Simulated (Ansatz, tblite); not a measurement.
# The cluster K6S3: one state, many levels

The task here is to estimate one member of a computed series from the others.

The runs use Ansatz 0.2.0, Gaussian basis; as each input shows.

Plan: GFN1-xTB, GFN2-xTB, PBE-D4/def2-TZVP, r2SCAN-D4/def2-TZVP, PBE-QIDH/def2-TZVP, r2SCANh-D4/def2-TZVP, B97M-V/def2-TZVP, PBE-D4/def2-SVP, PBE0-D4/def2-SVP, HF/6-31G, B3LYP-D4/6-31G, PBE0-D4/def2-TZVPD, PBE-D4/def2-TZVPD, PBE-QIDH/def2-TZVPD, MP2/def2-TZVP, RPA/def2-TZVP.

4 further runs of the same task are left out: 2 that didn't finish, 2 set aside as unsound or not needed. Runs told in other sessions of the task aren't counted.

## The geometry

The singlet was relaxed beforehand with r2SCAN-D4/def2-SVP. At that level it is the lowest of the isomers that a small search found.

9 atoms, charge 0, spin multiplicity 1.

Bond lengths: K1–S9 2.976 Å, K2–S7 3.057 Å, K2–S8 3.183 Å, K2–S9 3.070 Å, K3–S7 3.059 Å, K3–S8 3.180 Å, K3–S9 3.066 Å, K4–S9 2.981 Å, K5–S8 3.166 Å, K5–S9 3.037 Å, K6–S7 2.937 Å, K6–S8 2.929 Å. Angles: S7–K2–S8 41.6°, S7–K2–S9 102.6°, S8–K2–S9 86.1°, S7–K3–S8 41.6°, S7–K3–S9 102.7°, S8–K3–S9 86.2°, S8–K5–S9 86.9°, S7–K6–S8 44.4°, K2–S7–K3 77.2°, K2–S7–K6 123.7°, K3–S7–K6 122.9°, K2–S8–K3 73.7°, K2–S8–K5 77.7°, K2–S8–K6 119.6° and more.

As a file:

```
K    -3.5507    0.7109    2.6946
K    -0.6338   -2.0563    0.5524
K     2.0640    0.6404    0.4844
K    -0.6661    3.6519    2.5269
K    -1.4800    1.4317   -1.1746
K     2.2969   -2.3638   -3.8344
S     2.0434   -2.0759   -0.9230
S     0.6728   -0.7271   -2.0275
S    -0.7465    0.7882    1.7013
```

PBE0-D4/def2-TZVP was run before; its log isn't repeated, and its numbers join the tables.

The first run:

Tight binding, by tblite at 300 K electronic temperature and without a spin-polarisation term:

```python
tblite.interface.Calculator('GFN1-xTB', numbers, positions, charge=0, uhf=0).singlepoint()
```

Tight binding, by tblite at 300 K electronic temperature and without a spin-polarisation term:

```python
tblite.interface.Calculator('GFN2-xTB', numbers, positions, charge=0, uhf=0).singlepoint()
```

start.molden holds the orbitals of an earlier run on this state, given as this run's starting guess.

in.yaml

```yaml
crystal:
  periodic: [false, false, false]
  atoms:
    - {symbol: K, position_ang: [-3.550730, 0.710930, 2.694612]}
    - {symbol: K, position_ang: [-0.633804, -2.056283, 0.552390]}
    - {symbol: K, position_ang: [2.064017, 0.640385, 0.484396]}
    - {symbol: K, position_ang: [-0.666058, 3.651870, 2.526862]}
    - {symbol: K, position_ang: [-1.480023, 1.431713, -1.174646]}
    - {symbol: K, position_ang: [2.296882, -2.363820, -3.834425]}
    - {symbol: S, position_ang: [2.043374, -2.075882, -0.922981]}
    - {symbol: S, position_ang: [0.672819, -0.727092, -2.027497]}
    - {symbol: S, position_ang: [-0.746475, 0.788188, 1.701290]}
basis:
  gaussian: {orbitals: def2-TZVP, initial_orbitals: start.molden}
hamiltonian: {xc: pbe, dispersion: d4}
scf: {omitted_lower_state_checks: [starts]}
output: {forces: true, orbitals: {seedname: orbitals}}
```

On the command line:

```sh
$ ansatz run in.yaml --threads 4 --pin off --events-out ev --progress --plain --max-ram 8704MiB
```

Steps of the session up to this table: PBE-D4/def2-TZVP; r2SCAN-D4/def2-TZVP; PBE-QIDH/def2-TZVP; r2SCANh-D4/def2-TZVP; B97M-V/def2-TZVP; PBE-D4/def2-SVP; PBE0-D4/def2-SVP; HF/6-31G; B3LYP-D4/6-31G; PBE0-D4/def2-TZVPD; PBE-D4/def2-TZVPD; PBE-QIDH/def2-TZVPD; MP2/def2-TZVP; RPA/def2-TZVP.

One table of the session follows, with a row left open; its other results are not shown here.

It belongs to the step «Binding energy». 

```
               level  binding an atom (eV)
            HF/6-31G                 1.102
        HF/def2-TZVP                 1.153
     PBE-D4/def2-SVP                 2.055
    PBE-D4/def2-TZVP                 2.030
   PBE-D4/def2-TZVPD                 2.028
 r2SCAN-D4/def2-TZVP                 2.020
    B97M-V/def2-TZVP                     ?
r2SCANh-D4/def2-TZVP                 1.996
      B3LYP-D4/6-31G                 1.867
    PBE0-D4/def2-SVP                 1.998
   PBE0-D4/def2-TZVP                 1.971
  PBE0-D4/def2-TZVPD                 1.971
  PBE-QIDH/def2-TZVP                 1.936
 PBE-QIDH/def2-TZVPD                 1.948
       RPA/def2-TZVP                 1.717
       MP2/def2-TZVP                 1.916
```

Estimate the missing values for B97M-V/def2-TZVP.

**Answer.** binding an atom (eV): 2.013. In the column «binding an atom (eV)» it lies between PBE0-D4/def2-SVP (1.998) and r2SCAN-D4/def2-TZVP (2.020).

To keep in mind: Free atoms were run apart at each level; binding is atoms less cluster, divided by the number of atoms, without zero-point or spin-orbit terms.
